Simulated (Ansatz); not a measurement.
# VRu: how the settings move a single-point run

Aim: see which settings change the result for VRu, by how much, and at what cost.

Method: reference: DFT, PBEsol, PAW with Ansatz's default frozen-core files, scalar-relativistic, in Ansatz 0.2.0.

1 further run of the same task is left out (it didn't finish). Runs told in other sessions of the task aren't counted.

## (1) The structure to begin with

The structure is trigonal, space group R3m (No. 160). Conventional cell: a = 4.228 Å, b = 4.228 Å, c = 5.179 Å, α = 90.00°, β = 90.00°, γ = 120.00°. V (site symmetry 3m) is surrounded by 8 Ru at 2.43 to 2.74 Å. Around Ru (site symmetry 3m) lie 8 V at 2.43 to 2.74 Å.

Coordinates:

```xyz
2
Lattice="2.9900 0.0000 0.0000 0.0000 2.9900 0.0000 0.0000 0.0000 2.9900" Properties=species:S:1:pos:R:3 pbc="T T T"
V     1.4502    1.4502    1.4502
Ru    0.0449    0.0449    0.0449
```

## (2) The reference run

input.yaml

```yaml
crystal:
  lattice:
    - [2.99, 0.0, 0.0]
    - [0.0, 2.99, 0.0]
    - [0.0, 0.0, 2.99]
  atoms:
    - { symbol: V, position: [0.485, 0.485, 0.485], spin: 1.5 }
    - { symbol: Ru, position: [0.015, 0.015, 0.015] }
magnetization:
  spin_polarized: true
kpoints:
  mp_grid: { grid: [10, 10, 10] }
scf:
  occupations: { method: fermi_dirac, width: 0.05 }
hamiltonian:
  xc: pbesol
  pseudopotentials: { kind: paw }
output:
  forces: true
  stress: true
  eigenvalues: true
  populations: true
  write_density: true
  write_potential: true
  elf: true
  volumetric_format: npy
```

Run with:

```
ansatz run input.yaml --threads 1 --pin off --max-ram 2048MiB --backend cpu --events-out ev --progress --plain --runs-dir out
```

## (3) Changing settings: hubbard.sites [{species: V, l: d, u_eff: 8.0}], hubbard.double_counting fll

input.yaml: that of step 2 with these lines changed.

```diff
@@ -17,2 +17,3 @@
   pseudopotentials: { kind: paw }
+  hubbard: { sites: [{ species: V, l: d, u_eff: 8.0 }], double_counting: fll }
 output:
@@ -22,5 +23 @@
   populations: true
-  write_density: true
-  write_potential: true
-  elf: true
-  volumetric_format: npy
```

**Question.** What will these runs give? Wanted: for each run, ending; energy change; pressure; abs. moment; force.

The runs gave:

| run | ending | energy change | pressure (GPa) | abs. moment (μB) | force (eV/Å) | cycles | time |
| --- | --- | --- | --- | --- | --- | --- | --- |
| reference | converged | 0 | -3.5 | 0.00 | 0.34 | 36 | 15 s |
| 1: hubbard.sites [{species: V, l: d, u_eff: 8.0}], hubbard.double_counting fll | converged | +3.29 eV/atom (Hubbard term changed: no physical gain or loss) | 37.9 | 3.36 | 1.65 | 20 | 42 s |

Times don't compare one to one where runs were asked for different outputs or read a saved state (see the inputs); cycles may leave out searches for a lower state.

Residual by cycle in the longest SCF loop of each run; runs are numbered as in the table. The quantity is the density residual dr2, in eV.

| cycle | reference | run 1 |
| --- | --- | --- |
| 1 | 11.9 | 3.73 |
| 3 | 1.69 | 0.993 |
| 5 | 0.00575 | 0.0819 |
| 7 | 1.2e-4 | 0.00513 |
| 9 | 6.0e-5 | 0.482 |
| 11 | 0.00974 | 0.00817 |
| 12 | 0.00105 | 9.3e-4 |
| 14 | 1.8e-5 | 8.3e-5 |
| 16 | 2.0e-5 | 6.8e-6 |
| 18 | 1.9e-7 | 9.7e-6 |
| 20 | 5.5e-9 | 8.4e-9 |
| 22 | 5.4e-11 | - |

**Reading.** Changing the Hubbard U and double counting of the Hubbard term moves the energy by +3.29 eV/atom, and the pressure goes from -3.5 to 37.9 GPa, the absolute moment goes from 0.00 to 3.36 μB and the largest force goes from 0.34 to 1.65 eV/Å. The U term adds an energy of its own, so the shift says nothing about which run is better. A changed U is a change of model: its shifts are not errors of convergence.
